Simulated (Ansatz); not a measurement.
Write the native input for Ansatz 0.2.0 that does the following.

* Task: electric field gradients
* Functional: PBE
* Potentials or basis: Ansatz PAW
* Cutoff: 420 eV (not typed: the program's choice for these potentials)
* k mesh: 6 × 6 × 4
* Occupations: fermi-dirac, width 0.05 eV
* Spin: no spin polarisation

Crystal: HfIn4SiO6.

```
CELL_PARAMETERS angstrom
2.71585 -4.70357 0.00833
2.71585 4.70357 0.00833
-1.87915 0.00000 7.40127
ATOMIC_POSITIONS crystal
Hf 0.78835 0.21165 0.00000
In 0.62175 0.37825 0.50000
In 0.45502 0.54498 0.00000
In 0.28407 0.71593 0.50000
In 0.95814 0.04186 0.50000
Si 0.12168 0.87832 0.00000
O 0.06219 0.11415 0.86666
O 0.88585 0.93781 0.13334
O 0.79490 0.53784 0.86663
O 0.46216 0.20510 0.13337
O 0.15352 0.62879 0.13333
O 0.37121 0.84648 0.86667
```

The cell was built by a generator and needn't be a form met in nature.

One way to write it, as run:

input.yaml

```yaml
crystal:
  lattice:
    - [2.71585, -4.70357, 0.00833]
    - [2.71585, 4.70357, 0.00833]
    - [-1.87915, 0.0, 7.40127]
  atoms:
    - { symbol: Hf, position: [0.78835, 0.21165, 0.0] }
    - { symbol: In, position: [0.62175, 0.37825, 0.5] }
    - { symbol: In, position: [0.45502, 0.54498, 0.0] }
    - { symbol: In, position: [0.28407, 0.71593, 0.5] }
    - { symbol: In, position: [0.95814, 0.04186, 0.5] }
    - { symbol: Si, position: [0.12168, 0.87832, 0.0] }
    - { symbol: O, position: [0.06219, 0.11415, 0.86666] }
    - { symbol: O, position: [0.88585, 0.93781, 0.13334] }
    - { symbol: O, position: [0.7949, 0.53784, 0.86663] }
    - { symbol: O, position: [0.46216, 0.2051, 0.13337] }
    - { symbol: O, position: [0.15352, 0.62879, 0.13333] }
    - { symbol: O, position: [0.37121, 0.84648, 0.86667] }
hamiltonian:
  xc: pbe
  pseudopotentials: { kind: paw, frozen_core: stored }
kpoints:
  mp_grid: { grid: [6, 6, 4] }
scf:
  occupations: { method: fermi_dirac, width: 0.05 }
output:
  forces: true
  stress: true
  eigenvalues: true
  efg: {}
```

Potentials or basis: Ansatz PAW.

The run is started by

```console
$ ansatz run input.yaml --threads 8 --pin off --max-ram 20480MiB --backend cpu --events-out ev --progress --plain --runs-dir out
```

Results of the run:

* Pressure: 0.0 GPa
* Largest force: 0.013 eV/Å
* Band gap on the k mesh: none (metal or under the smearing width)

Caveat: the pressure holds a Pulay correction of +0.4 GPa for the finite cutoff.

Wall time 7.5 s on 8 threads of Intel(R) Xeon(R) Platinum 8488C (Sapphire Rapids) (shared host), peak memory 1.1 GiB.
